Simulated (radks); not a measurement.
**Fractional charge and spin in the 5p shell of erbium**

The task here is to estimate one member of a computed series from the others.

The numbers are computed with radks (a radial shooting solver on a logarithmic mesh, Libxc functionals) version 1 (scalar-relativistic Kohn-Sham, BLYP, spin-polarised, spherical densities, point nucleus), except any that are marked as measured or tabulated.

## The system

```
element       : erbium (Z = 68)
configuration : [Kr] 4d10 4f(up 5.5, down 5.5) 5s2 5p(up 3, down 3)
```

A shell typed twice in an input gives spin up, then spin down.

Set-up of the first run:

Input:

```text
Z 68
configuration [Kr] 4d10 4f5.5 4f5.5 5s2 5p3 5p3
relativity scalar-relativistic
functional b88,lyp
spin polarised
nucleus point
c 137.035999084
```

Steps of the session up to this table: 5p: up 3, down 3.

One of the session's tables, all rows but one given; the rest of the session is left out.

It belongs to the step «5p: up 3, down 3». Radial moments (bohr):

```
level     <r>  outermost maximum (interpolated)  90 % within  nodes
   3p  0.2245                             0.204        0.336      1
   3d  0.2038                             0.166        0.317      0
   4s  0.5077                             0.474        0.729      3
   4p  0.5384                             0.495        0.783      2
   4d  0.5821                             0.511        0.875      1
   5s       ?                                 ?            ?      ?
   5p   1.435                              1.25         2.10      3
   4f  0.7672                             0.505         1.31      0
```

Q: Estimate the row for 5s from the others.

**Answer.** <r>: 1.228; outermost maximum (interpolated): 1.10; 90 % within: 1.77; nodes: 4. In the column «<r>» it lies between 4f (0.7672) and 5p (1.435).
